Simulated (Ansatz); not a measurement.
I need a ladder of methods at one geometry of CH4Cl2Sn, SMILES [CH3][SnH]([Cl])[Cl]. Use Ansatz 0.2.0 through its Python package. Use (for the species named): MP2, def2-SVP basis, multiplicity 1. The script varies method: mp2, ccsd, ccsd_t.

```
atom    x (Å)    y (Å)    z (Å)
   C  -0.2510   1.1103  -0.1065
  Sn   0.1372  -0.9227   0.1858
  Cl   2.4113  -1.1730   0.5912
  Cl  -0.3732  -2.1225  -1.7473
   H  -1.3820   1.2700  -0.3345
   H  -0.0220   1.7446   0.7885
   H   0.3074   1.5337  -0.9819
   H  -0.7355  -1.4974   1.5489
```

The script, `methods_ch4cl2sn.py`:
```python
'''One geometry of CH4Cl2Sn, method by method.'''

import ansatz as az

mol = (
    az.Crystal.molecule()
    .atom('C', [-0.251, 1.1103, -0.1065])
    .atom('Sn', [0.1372, -0.9227, 0.1858])
    .atom('Cl', [2.4113, -1.173, 0.5912])
    .atom('Cl', [-0.3732, -2.1225, -1.7473])
    .atom('H', [-1.382, 1.27, -0.3345])
    .atom('H', [-0.022, 1.7446, 0.7885])
    .atom('H', [0.3074, 1.5337, -0.9819])
    .atom('H', [-0.7355, -1.4974, 1.5489])
)

job = mol.calculation().basis(gaussian='def2-SVP')

methods = ['mp2', 'ccsd', 'ccsd_t']
reports = [job.correlation(m).run(threads=1, backend='cpu').report for m in methods]
print(f'Hartree-Fock reference {reports[0]["reference_energy_ev"] / 27.211386246:.6f} Ha')
best = reports[-1]['free_energy_ev'] - reports[-1]['reference_energy_ev']
for method, each in zip(methods, reports):
    gained = each['free_energy_ev'] - each['reference_energy_ev']
    print(f'{method:8s} total {each["free_energy_ev"] / 27.211386246:.6f} Ha  correlation {gained:9.4f} eV  ({100 * gained / best:.1f} % of the last)')
```

```console
$ python methods_ch4cl2sn.py
Hartree-Fock reference -1172.307527 Ha
mp2      total -1172.826208 Ha  correlation  -14.1140 eV  (89.0 % of the last)
ccsd     total -1172.876557 Ha  correlation  -15.4841 eV  (97.6 % of the last)
ccsd_t   total -1172.890594 Ha  correlation  -15.8661 eV  (100.0 % of the last)
```

Reading the output:
- The settings weren't tested for convergence.
- The geometry is a force-field or estimated start, not a minimum of this method, and the basis set is short of its limit. A lower total doesn't mark the better method: functionals have no common bound, and MP2 and coupled cluster aren't variational.
- def2 sets replace the cores of elements past krypton by effective core potentials.
- Inner cores stay frozen; a filled d shell under the valence of the heavier atoms is correlated with it.
- It ran for 24 s on 1 thread of Arm Neoverse V1, with other jobs on the host, peak memory 0.42 GiB.

(Lines on the test bed's own set-up are left out of the output.)
